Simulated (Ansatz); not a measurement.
**Nb2B: from a guess to a relaxed structure**

The task: take a trial cell of Nb2B to zero force and stress.

Computed with Ansatz 0.2.0 (DFT PBE, scalar-relativistic, plane waves, PAW, unless a step's input says otherwise).

**1. The structure to begin with**

The structure is hexagonal, space group P6/mmm (No. 191). Conventional cell: a = 3.310 Å, b = 3.310 Å, c = 3.780 Å, α = 90.00°, β = 90.00°, γ = 120.00°. Around Nb (site symmetry -6m2) lie 3 Nb at 1.91 Å and 6 B at 2.69 Å. Around B (site symmetry 6/mmm) lie 12 Nb at 2.69 Å.

As a file:

```xyz
3
Lattice="3.3104 0.0000 0.0000 -1.6552 2.8669 0.0000 0.0000 0.0000 3.7804" Properties=species:S:1:pos:R:3 pbc="T T T"
Nb    0.0000    1.9113    1.8902
Nb    1.6552    0.9556    1.8902
B     0.0000    0.0000    0.0000
```

The cell is invented: species swapped into a database cell of MgB2 (P6/mmm, No. 191), with B on the Mg sites and Nb on the B sites. Its size is a rough estimate.

**2. Probe: one point on a coarse mesh**

input.yaml

```yaml
crystal:
  lattice:
    - [3.31042707, 0.0, 0.0]
    - [-1.65521353, 2.86691394, 0.0]
    - [0.0, 0.0, 3.7804326]
  atoms:
    - { symbol: Nb, position: [0.33333333, 0.66666667, 0.5] }
    - { symbol: Nb, position: [0.66666667, 0.33333333, 0.5] }
    - { symbol: B, position: [0.0, 0.0, 0.0] }
basis:
  ecutwfc: 420
kpoints:
  mp_grid: { grid: [6, 6, 4] }
hamiltonian:
  xc: pbe
scf:
  occupations: { method: gaussian, width: 0.1 }
  lower_state_search: "off"
output:
  forces: true
  stress: true
  eigenvalues: true
```

Run with:

```sh
$ ansatz run input.yaml --threads 1 --pin off --max-ram 2560MiB --backend cpu --events-out ev --progress --plain --runs-dir out
```

Output, shortened:

```text
[...]
SCF converged after 7 iterations
Free energy (F): -9244.649853 eV
[...]
E sigma→0 (E₀):  -9244.645330 eV
Entropy (-TS):   -0.009046 eV (-3.015 meV/atom)
Fermi energy:    20.545456 eV
[...]
--- Forces (eV/Å), atoms counted from 1 ---
  atom   1  Nb    -0.00000000     0.00000000    -0.00000000
  atom   2  Nb     0.00000000    -0.00000000     0.00000000
  atom   3  B     -0.00000000    -0.00000000     0.00000000
[...]
--- Stress (GPa, compression-positive) ---
      254.887745      -0.000000      -0.000000
       -0.000000     254.887745      -0.000000
       -0.000000      -0.000000      -3.230943
  P = ⅓ Tr σ = 168.8482 GPa (1688.482 kbar)
--- Band table (eV; the first three rows and the last of 21) ---
  k-point 0: bands = ["-37.2989", "-31.2694", "-15.5812", "-15.5812", "-12.0826", "-8.1330", "-7.3695", "-7.3695", "10.3597", "16.4309", "17.4623", "17.4623", "19.9848", "20.8154", "20.8154", "24.3852", "24.3852", "25.2412", "25.2412"]
[...]
```

It took 1.1 s on 1 thread of Arm Neoverse V1, shared host; peak memory 0.26 GiB.

The probe gives pressure 168.8 GPa, largest force 0.00 eV/Å, gap on this mesh none (metal). A guess like this is first relaxed loosely on the coarse mesh.

**3. Rough relaxation on the coarse mesh**

input.yaml: that of step 2 with these lines changed.

```diff
@@ -22 +22,6 @@
   eigenvalues: true
+relax:
+  adjacent_minimum: "off"
+  f_tol: 0.04
+  max_steps: 70
+  cell: { stress_tol: 0.4 }
```

Run with:

```sh
$ ansatz run input.yaml --threads 1 --pin off --max-ram 2560MiB --backend cpu --events-out ev --progress --plain --runs-dir out
```

Output:

```text
Warning: RAYON_NUM_THREADS=1 ignored (pool sized by the plan → 1); use --threads N
Engine: ansatz 0.2.0, aarch64-unknown-linux-gnu
Pseudopotentials: kind: paw
Pseudopotential: Nb, paw, valence charge 13, recommended cutoff 420 eV (normal), Nb.paw.azcp
Pseudopotential: B, paw, valence charge 3, recommended cutoff 420 eV (normal), B.paw.azcp
Functional definition: PBE
  parameter kappa = 0.804
  parameter beta = 0.06672455060314922
  exchange = pbe_x(kappa = kappa, mu = beta*pi^2/3)
  correlation = pbe_c(beta = beta)
Crystal: 3 atoms, lattice volume = 35.879 Å³
Basis set: ecut = 420 eV, 709 PW (Γ), exchange–correlation on 48×48×54 points (8 copies of the dense FFT grid, shifted against one another)
Bands: 19, of which v1, the nominal top of the filled ones, is band 15 counted from 1 (14 counted from 0)
Symmetry: 24 space group operations
Space group: P6/mmm (ITA 191), of the structure as read, at distance tolerance 3.3e-5 Å
k-points: 21 of 144
Non-local potential: Nb, projectors of the file, l = 0: 3, l = 1: 2, l = 2: 2, l = 3: 1
Non-local potential: B, projectors of the file, l = 0: 2, l = 1: 2, l = 2: 1
PAW form: soft (Blöchl's): semilocal exchange-correlation on the pseudo side does not see the compensation charge
PAW one-centre angular grid: Nb, 590 points (default); XC on 64 Gauss nodes
PAW one-centre angular grid: B, 110 points (default); XC on 64 Gauss nodes
Initial density: superposition of atomic densities (neutral atoms: chi_scale 0, normalization atom), corrected by the library's trained network
Initial wavefunctions: pseudopotential atomic-orbital guess
Functional: x = pbe(κ = 0.804, μ = 0.2195149727645171), c = pbe(β = 0.06672455060314922)
SCF iter   1: F=—  HF=-9244.821687 eV  |F-HF|=—  |Δ(HF+E_count)|=         —  Δρ=3.91e-2  dr2=7.07e-1  ethr=1.77e-3  ⟨swp⟩=5.4  Hψ=1966  notcnv=0
preconditioner: auto → none  [metal: Δε(μ)=0.042 eV  Ē_g=7.064 eV  σ=0.100 eV  W_gap=0.23  n_scr=8 (ndim 8)  ℏωp=22.4 eV  f_vac=0.000  D(μ)=1.61/eV (n_scr^D=20)  sad-step TF]
SCF iter   2: F=—  HF=-9244.738560 eV  |F-HF|=—  |Δ(HF+E_count)|=   8.31e-2  Δρ=2.65e-2  dr2=4.00e-1  ethr=1.77e-3  ⟨swp⟩=1.7  Hψ=584  notcnv=0  defer=1
SCF iter   3: F=—  HF=-9244.650587 eV  |F-HF|=—  |Δ(HF+E_count)|=   8.80e-2  Δρ=3.49e-3  dr2=2.84e-3  ethr=1.38e-3  ⟨swp⟩=2.0  Hψ=613  notcnv=0  defer=1
SCF iter   4: F=—  HF=-9244.649937 eV  |F-HF|=—  |Δ(HF+E_count)|=   6.50e-4  Δρ=9.14e-4  dr2=4.66e-4  ethr=9.81e-6  ⟨swp⟩=2.7  Hψ=836  notcnv=0  defer=4
SCF iter   5: F=—  HF=-9244.649880 eV  |F-HF|=—  |Δ(HF+E_count)|=   5.76e-5  Δρ=1.10e-4  dr2=3.79e-6  ethr=1.61e-6  ⟨swp⟩=2.0  Hψ=512  notcnv=0  defer=4
SCF iter   6: F=—  HF=-9244.649853 eV  |F-HF|=—  |Δ(HF+E_count)|=   2.66e-5  Δρ=3.03e-5  dr2=1.27e-7  ethr=1.31e-8  ⟨swp⟩=2.8  Hψ=704  notcnv=0  defer=4
SCF iter   7: F=-9244.649853 eV  HF=-9244.649853 eV  |F-HF|=2.16e-9  |Δ(HF+E_count)|=   1.66e-7  Δρ=3.95e-6  dr2=4.54e-9  ethr=3.45e-10  ⟨swp⟩=6.1  Hψ=1567  notcnv=0
SCF 1 converged in 7 iterations: F = -9244.649853 eV  dr2 = 4.54e-9
relax step   1: F+E_penalty+E_count = -9244.64985317 eV  Δ(F+E_penalty+E_count) = +0.000e0 eV  max|allowed force component| = 5.551e-17 eV/Å  Δτ_max = 0.0000 Å  P = +168.848 GPa  Ω = 35.879 Å³  (7 SCF iters, dr2 threshold 1.00e-7 eV, accepted)
Crystal: 3 atoms, lattice volume = 39.414 Å³
Basis set: ecut = 420 eV, 775 PW (Γ), exchange–correlation on 48×48×54 points (8 copies of the dense FFT grid, shifted against one another)
Initial density: handed on by an earlier stage of this run
Initial wavefunctions: those handed on with the density
iter 1 solved again at ethr=1.51e-3 eV; its pass at ethr=3.10e-3 eV (dr2=4.38e-1 eV) is discarded
SCF iter   1: F=—  HF=-9249.238639 eV  |F-HF|=—  |Δ(HF+E_count)|=         —  Δρ=2.18e-2  dr2=4.37e-1  ethr=1.51e-3  ⟨swp⟩=1.0  Hψ=2661  notcnv=0
preconditioner: auto → none  [insulator: Δε(μ)=0.119 eV  Ē_g=6.411 eV  σ=0.100 eV  W_gap=0.60  n_scr=8 (ndim 8)  ℏωp=21.3 eV  f_vac=0.000  D(μ)=1.40/eV (n_scr^D=8)  ε∞_Penn≈12.1]
SCF iter   2: F=—  HF=-9249.153182 eV  |F-HF|=—  |Δ(HF+E_count)|=   8.55e-2  Δρ=6.83e-3  dr2=3.97e-2  ethr=1.51e-3  ⟨swp⟩=2.2  Hψ=555  notcnv=0
SCF iter   3: F=—  HF=-9249.145542 eV  |F-HF|=—  |Δ(HF+E_count)|=   7.64e-3  Δρ=1.16e-3  dr2=8.01e-4  ethr=1.37e-4  ⟨swp⟩=1.3  Hψ=546  notcnv=0
SCF iter   4: F=—  HF=-9249.145609 eV  |F-HF|=—  |Δ(HF+E_count)|=   6.67e-5  Δρ=2.16e-4  dr2=1.19e-5  ethr=2.76e-6  ⟨swp⟩=2.1  Hψ=553  notcnv=0
SCF iter   5: F=—  HF=-9249.145567 eV  |F-HF|=—  |Δ(HF+E_count)|=   4.13e-5  Δρ=2.76e-5  dr2=5.30e-7  ethr=4.09e-8  ⟨swp⟩=2.2  Hψ=608  notcnv=0
SCF iter   6: F=-9249.145567 eV  HF=-9249.145567 eV  |F-HF|=3.48e-8  |Δ(HF+E_count)|=   3.81e-8  Δρ=8.11e-6  dr2=4.62e-8  ethr=1.03e-9  ⟨swp⟩=5.7  Hψ=1668  notcnv=0
SCF 2 converged in 6 iterations: F = -9249.145567 eV  dr2 = 4.62e-8
relax step   2: F+E_penalty+E_count = -9249.14556739 eV  Δ(F+E_penalty+E_count) = -4.496e0 eV  max|allowed force component| = 8.327e-17 eV/Å  Δτ_max = 0.0000 Å  P = +96.383 GPa  Ω = 39.414 Å³  energy of the carried Pulay correction = -2.415e-3 eV  (6 SCF iters, dr2 threshold 3.00e-7 eV, accepted)
Crystal: 3 atoms, lattice volume = 42.191 Å³
Basis set: ecut = 420 eV, 829 PW (Γ), exchange–correlation on 48×48×54 points (8 copies of the dense FFT grid, shifted against one another)
iter 1 solved again at ethr=8.13e-4 eV; its pass at ethr=3.10e-3 eV (dr2=2.36e-1 eV) is discarded
SCF iter   1: F=—  HF=-9252.123075 eV  |F-HF|=—  |Δ(HF+E_count)|=         —  Δρ=1.57e-2  dr2=2.35e-1  ethr=8.13e-4  ⟨swp⟩=1.0  Hψ=2679  notcnv=0
preconditioner: auto → none  [metal: Δε(μ)=0.035 eV  Ē_g=5.858 eV  σ=0.100 eV  W_gap=0.19  n_scr=8 (ndim 8)  ℏωp=20.6 eV  f_vac=0.000  D(μ)=1.62/eV (n_scr^D=20)]
SCF iter   2: F=—  HF=-9252.078452 eV  |F-HF|=—  |Δ(HF+E_count)|=   4.46e-2  Δρ=5.53e-3  dr2=2.66e-2  ethr=8.09e-4  ⟨swp⟩=2.3  Hψ=554  notcnv=0
SCF iter   3: F=—  HF=-9252.073625 eV  |F-HF|=—  |Δ(HF+E_count)|=   4.83e-3  Δρ=8.27e-4  dr2=3.19e-4  ethr=9.16e-5  ⟨swp⟩=1.6  Hψ=520  notcnv=0
SCF iter   4: F=—  HF=-9252.073691 eV  |F-HF|=—  |Δ(HF+E_count)|=   6.63e-5  Δρ=1.58e-4  dr2=4.15e-6  ethr=1.10e-6  ⟨swp⟩=2.1  Hψ=603  notcnv=0
SCF iter   5: F=—  HF=-9252.073637 eV  |F-HF|=—  |Δ(HF+E_count)|=   5.48e-5  Δρ=1.90e-5  dr2=2.08e-7  ethr=1.43e-8  ⟨swp⟩=2.2  Hψ=600  notcnv=0
SCF iter   6: F=-9252.073636 eV  HF=-9252.073636 eV  |F-HF|=2.47e-10  |Δ(HF+E_count)|=   4.43e-8  Δρ=3.94e-6  dr2=3.55e-9  ethr=7.16e-10  ⟨swp⟩=2.6  Hψ=1434  notcnv=0
SCF 3 converged in 6 iterations: F = -9252.073636 eV  dr2 = 3.55e-9
relax step   3: F+E_penalty+E_count = -9252.07363647 eV  Δ(F+E_penalty+E_count) = -2.928e0 eV  max|allowed force component| = 2.035e-16 eV/Å  Δτ_max = 0.0000 Å  P = +54.093 GPa  Ω = 42.191 Å³  energy of the carried Pulay correction = -4.240e-3 eV  (6 SCF iters, dr2 threshold 3.00e-7 eV, accepted)
[... from here on, the SCF cycles and remarks between the steps are left out ...]
relax step   4: F+E_penalty+E_count = -9254.21570513 eV  Δ(F+E_penalty+E_count) = -2.142e0 eV  max|allowed force component| = 2.529e-16 eV/Å  Δτ_max = 0.0000 Å  P = +29.124 GPa  Ω = 44.100 Å³  energy of the carried Pulay correction = -5.520e-3 eV  (6 SCF iters, dr2 threshold 3.00e-7 eV, accepted)
relax step   5: F+E_penalty+E_count = -9255.52695310 eV  Δ(F+E_penalty+E_count) = -1.311e0 eV  max|allowed force component| = 5.798e-16 eV/Å  Δτ_max = 0.0000 Å  P = +15.202 GPa  Ω = 44.686 Å³  energy of the carried Pulay correction = -6.037e-3 eV  (6 SCF iters, dr2 threshold 3.00e-7 eV, accepted)
relax step   6: F+E_penalty+E_count = -9256.22797408 eV  Δ(F+E_penalty+E_count) = -7.010e-1 eV  max|allowed force component| = 1.727e-16 eV/Å  Δτ_max = 0.0000 Å  P = +7.536 GPa  Ω = 44.469 Å³  energy of the carried Pulay correction = -6.091e-3 eV  (6 SCF iters, dr2 threshold 3.00e-7 eV, accepted)
relax step   7: F+E_penalty+E_count = -9256.66857380 eV  Δ(F+E_penalty+E_count) = -4.406e-1 eV  max|allowed force component| = 4.318e-16 eV/Å  Δτ_max = 0.0000 Å  P = +5.093 GPa  Ω = 43.655 Å³  energy of the carried Pulay correction = -5.794e-3 eV  (6 SCF iters, dr2 threshold 3.00e-7 eV, accepted)
relax step   8: F+E_penalty+E_count = -9257.01983293 eV  Δ(F+E_penalty+E_count) = -3.513e-1 eV  max|allowed force component| = 1.665e-16 eV/Å  Δτ_max = 0.0000 Å  P = +5.461 GPa  Ω = 42.659 Å³  energy of the carried Pulay correction = -5.382e-3 eV  (6 SCF iters, dr2 threshold 3.00e-7 eV, accepted)
relax step   9: F+E_penalty+E_count = -9257.12797065 eV  Δ(F+E_penalty+E_count) = -1.081e-1 eV  max|allowed force component| = 2.220e-16 eV/Å  Δτ_max = 0.0000 Å  P = +5.108 GPa  Ω = 41.940 Å³  energy of the carried Pulay correction = -5.132e-3 eV  (6 SCF iters, dr2 threshold 3.00e-7 eV, accepted)
relax step  10: F+E_penalty+E_count = -9257.18091436 eV  Δ(F+E_penalty+E_count) = -5.294e-2 eV  max|allowed force component| = 3.269e-16 eV/Å  Δτ_max = 0.0000 Å  P = +2.917 GPa  Ω = 42.586 Å³  energy of the carried Pulay correction = -5.460e-3 eV  (6 SCF iters, dr2 threshold 3.00e-7 eV, accepted)
relax step  11: F+E_penalty+E_count = -9257.18319695 eV  Δ(F+E_penalty+E_count) = -2.283e-3 eV  max|allowed force component| = 2.776e-16 eV/Å  Δτ_max = 0.0000 Å  P = -1.768 GPa  Ω = 43.432 Å³  energy of the carried Pulay correction = -5.960e-3 eV  (6 SCF iters, dr2 threshold 3.00e-7 eV, accepted)
relax step  12: F+E_penalty+E_count = -9257.18540514 eV  Δ(F+E_penalty+E_count) = -2.208e-3 eV  max|allowed force component| = 1.049e-16 eV/Å  Δτ_max = 0.0000 Å  P = +0.078 GPa  Ω = 43.111 Å³  energy of the carried Pulay correction = -5.768e-3 eV  (6 SCF iters, dr2 threshold 3.00e-7 eV, accepted)
relax step  13: F+E_penalty+E_count = -9257.49322277 eV  Δ(F+E_penalty+E_count) = -3.078e-1 eV  max|allowed force component| = 1.049e-16 eV/Å  Δτ_max = 0.0000 Å  P = +7.468 GPa  Ω = 43.111 Å³  stress off target by 1.10e1 GPa  SCF on the basis re-selected at this cell (its energy is not comparable with the rows above)  (7 SCF iters)
relax step  14: F+E_penalty+E_count = -9257.54686826 eV  Δ(F+E_penalty+E_count) = -5.365e-2 eV  max|allowed force component| = 2.282e-16 eV/Å  Δτ_max = 0.0000 Å  P = +1.903 GPa  Ω = 44.376 Å³  energy of the carried Pulay correction = -6.124e-4 eV  (6 SCF iters, dr2 threshold 3.00e-7 eV, accepted)
relax step  15: F+E_penalty+E_count = -9257.55078888 eV  Δ(F+E_penalty+E_count) = -3.921e-3 eV  max|allowed force component| = 3.454e-16 eV/Å  Δτ_max = 0.0000 Å  P = -0.224 GPa  Ω = 44.922 Å³  energy of the carried Pulay correction = -9.047e-4 eV  (6 SCF iters, dr2 threshold 3.00e-7 eV, accepted)
iter 1 solved again at ethr=3.80e-8 eV; its pass at ethr=3.10e-3 eV (dr2=1.10e-5 eV) is discarded
SCF iter   1: F=—  HF=-9257.551648 eV  |F-HF|=—  |Δ(HF+E_count)|=         —  Δρ=1.00e-4  dr2=5.04e-7  ethr=3.80e-8  ⟨swp⟩=3.0  Hψ=2797  notcnv=0
preconditioner: auto → none  [metal: Δε(μ)=0.049 eV  Ē_g=5.013 eV  σ=0.100 eV  W_gap=0.26  n_scr=8 (ndim 8)  ℏωp=20.0 eV  f_vac=0.000  D(μ)=2.30/eV (n_scr^D=26)]
SCF iter   2: F=—  HF=-9257.551657 eV  |F-HF|=—  |Δ(HF+E_count)|=   8.76e-6  Δρ=4.93e-5  dr2=1.08e-7  ethr=1.74e-9  ⟨swp⟩=2.4  Hψ=608  notcnv=0
SCF iter   3: F=—  HF=-9257.551658 eV  |F-HF|=—  |Δ(HF+E_count)|=   1.02e-6  Δρ=9.49e-6  dr2=1.35e-8  ethr=3.72e-10  ⟨swp⟩=2.1  Hψ=563  notcnv=0
iter 4 did not close the SCF: its close was put off for the readings that it lacked (scf_convergence_deferred on its scf_iter line)
SCF iter   4: F=-9257.551658 eV  HF=-9257.551658 eV  |F-HF|=5.84e-10  |Δ(HF+E_count)|=   3.58e-8  Δρ=1.41e-6  dr2=2.06e-10  ethr=4.65e-11  ⟨swp⟩=2.0  Hψ=522  notcnv=0
iter 5 did not close the SCF: its close was put off for the readings that it lacked (scf_convergence_deferred on its scf_iter line)
SCF iter   5: F=-9257.551658 eV  HF=-9257.551658 eV  |F-HF|=0.00e0  |Δ(HF+E_count)|=  6.04e-10  Δρ=1.95e-7  dr2=7.40e-12  ethr=1.00e-12  ⟨swp⟩=2.0  Hψ=497  notcnv=0
SCF iter   6: F=-9257.551658 eV  HF=-9257.551658 eV  |F-HF|=5.46e-12  |Δ(HF+E_count)|=  3.64e-12  Δρ=2.59e-8  dr2=1.34e-13  ethr=1.00e-12  ⟨swp⟩=1.3  Hψ=926  notcnv=0
SCF 16 converged in 6 iterations: F = -9257.551658 eV  dr2 = 1.34e-13
relax step  16: F+E_penalty+E_count = -9257.55165767 eV  Δ(F+E_penalty+E_count) = -8.688e-4 eV  max|allowed force component| = 3.269e-16 eV/Å  Δτ_max = 0.0000 Å  P = -0.234 GPa  Ω = 44.922 Å³  stress off target by 3.55e-1 GPa  SCF on the basis re-selected at this cell (its energy is not comparable with the rows above)  (6 SCF iters)
basis re-selected at this cell: Δ(F+E_penalty+E_count) = -8.688e-4 eV, ΔP = -0.010 GPa vs the last step (what re-selecting the basis moved, of the pressure what is left beyond the Pulay correction that the steps carried, after the strain that the cell walked since its last selection, with what the two solves' SCF thresholds leave and, on support functions, any second-order correction that the steps lacked; it is no measure of the basis error at this ecutwfc). This SCF's stress stands 3.55e-1 GPa from its target on what of the cell is left free (relax.cell.stress_tol is 4.00e-1 GPa) and its largest allowed force component is 3.27e-16 eV/Å (relax.f_tol is 4.00e-2 eV/Å): within both
SCF converged after 6 iterations
Free energy (F): -9257.551658 eV
Harris-Foulkes:  -9257.551658 eV  (|F-HF|=5.46e-12)
Internal energy: -9257.540134 eV  (E = F + TS)
E sigma→0 (E₀):  -9257.545896 eV
Entropy (-TS):   -0.011524 eV (-3.841 meV/atom)
Fermi energy:    16.291136 eV
--- Per-component energies (eV) ---
  E_band       = -156.917573
  E_kinetic    = 835.684167
  E_local      = -1692.861498  (includes V_loc(G=0)·N_el)
  E_nonlocal   = 255.361018
  E_hartree    = 563.294088
  E_xc         = -381.578881
  E_vxc        = -462.104351  (∫ρ·V_xc dr)
  E_paw        = -6226.674307  (= ΣΔE_a)
  E_vpaw       = -219.585092  (= ΣTr[D̂ρ^β])
  E_aug_tail   = 0.000011  (compensation charges beyond the density's cutoff)
  E_ewald      = -2610.764732
  E_smearing   = -0.011524  (= −TS)
  E_closure    = 0.000000  (closes the sum)
  Σ components = -9257.551658   (vs F -9257.551658, Δ=0.00e0)
--- Forces (eV/Å), atoms counted from 1 ---
  atom   1  Nb     0.00000000    -0.00000000     0.00000000
  atom   2  Nb    -0.00000000     0.00000000    -0.00000000
  atom   3  B     -0.00000000    -0.00000000     0.00000000
  max |Σ_I F_I| component: 3.70e-17 eV/Å
--- Stress (GPa, compression-positive) ---
       -0.173898      -0.000000       0.000000
       -0.000000      -0.173898       0.000000
        0.000000       0.000000      -0.354812
  P = ⅓ Tr σ = -0.2342 GPa (-2.342 kbar)
--- Band table (eV; the first three rows and the last of 21) ---
  k-point 0: bands = ["-38.7111", "-38.1362", "-15.3861", "-15.3861", "-14.0381", "-13.7857", "-13.7857", "-13.6509", "7.0689", "12.5854", "12.8973", "12.8973", "14.8258", "16.3311", "16.3311", "18.1978", "18.1978", "18.4383", "20.8401"]
  k-point 1: bands = ["-38.6058", "-38.0389", "-15.2777", "-15.2777", "-14.8743", "-14.3848", "-13.7041", "-13.7041", "8.3255", "13.5561", "13.5561", "14.2659", "14.4470", "14.4470", "17.2424", "17.2424", "18.0872", "18.3436", "18.3436"]
  k-point 2: bands = ["-38.4979", "-37.9393", "-15.6378", "-15.1666", "-15.1666", "-15.0650", "-13.6211", "-13.6211", "11.4091", "11.5518", "12.7720", "12.7720", "14.5194", "14.5194", "16.6256", "16.6256", "17.4361", "17.4361", "19.1463"]
  k-point 20: bands = ["-38.2247", "-38.2247", "-15.3752", "-15.3550", "-15.3550", "-14.3968", "-14.3968", "-13.3709", "9.6513", "11.9928", "12.7236", "12.7236", "15.9443", "15.9443", "16.1588", "16.8339", "18.5051", "19.5655", "19.5655"]
--- Relaxed structure (14 steps of the walk, 14 accepted, 2 SCFs on fresh bases) ---
  F+E_penalty+E_count = -9257.55165767 eV   max|allowed force component| = 3.269e-16 eV/Å   (the final SCF, on the basis selected at the relaxed cell)
  cell:  # Å, volume = 44.9222 Å³
    - [4.387664601731223, -3.826121523886247e-9, 2.0368902268649842e-27]
    - [-2.193832297552093, 3.799829010298031, -2.0228967466746742e-18]
    - [-4.5621794066448654e-33, -2.667476235341221e-18, 2.6944107211541586]
  atoms:
    - { symbol: Nb, position: [0.3333333333333333, 0.6666666666666666, 0.5] }
    - { symbol: Nb, position: [0.6666666666666667, 0.3333333333333333, 0.5] }
    - { symbol: B, position: [-3.046828541129451e-34, 1.1196301033987111e-35, 1.1321043842602891e-35] }
```

Wall time 18 s (1 thread of Arm Neoverse V1, shared host); peak memory 0.29 GiB.

The steps of the relaxation:

| step | E - E(step 1) (eV/cell) | largest force component (eV/Å) | pressure (GPa) | volume (Å³) |
| --- | --- | --- | --- | --- |
| 1 | 0.0000 | 0.0000 | 168.85 | 35.88 |
| 2 | -4.4957 | 0.0000 | 96.38 | 39.41 |
| 3 | -7.4238 | 0.0000 | 54.09 | 42.19 |
| 4 | -9.5659 | 0.0000 | 29.12 | 44.10 |
| 5 | -10.8771 | 0.0000 | 15.20 | 44.69 |
| 6 | -11.5781 | 0.0000 | 7.54 | 44.47 |
| 7 | -12.0187 | 0.0000 | 5.09 | 43.65 |
| 8 | -12.3700 | 0.0000 | 5.46 | 42.66 |
| 9 | -12.4781 | 0.0000 | 5.11 | 41.94 |
| 10 | -12.5311 | 0.0000 | 2.92 | 42.59 |
| 11 | -12.5333 | 0.0000 | -1.77 | 43.43 |
| 12 | -12.5356 | 0.0000 | 0.08 | 43.11 |
| 13 | -12.8434 | 0.0000 | 7.47 | 43.11 |
| 14 | -12.8970 | 0.0000 | 1.90 | 44.38 |
| 15 | -12.9009 | 0.0000 | -0.22 | 44.92 |
| 16 | -12.9018 | 0.0000 | -0.23 | 44.92 |

Step 1 is the start. Steps 13, 16 each repeat the geometry before them on a plane-wave basis chosen anew, so the energy can jump there without any move.

|  | before | after | change |
| --- | --- | --- | --- |
| a (Å) | 3.310 | 4.388 | +32.5 % |
| b (Å) | 3.310 | 4.388 | +32.5 % |
| c (Å) | 3.780 | 2.694 | -28.7 % |
| volume (Å³/atom) | 11.96 | 14.97 | +25.2 % |
| shortest distance (Å) | 1.911 | 2.533 | +32.5 % |
| space group (0.01 Å) | P6/mmm | P6/mmm | same |

The run keeps the 24 symmetry operations of the start, so it could not have lowered the symmetry.

(Part 1 of 2 ends here.)
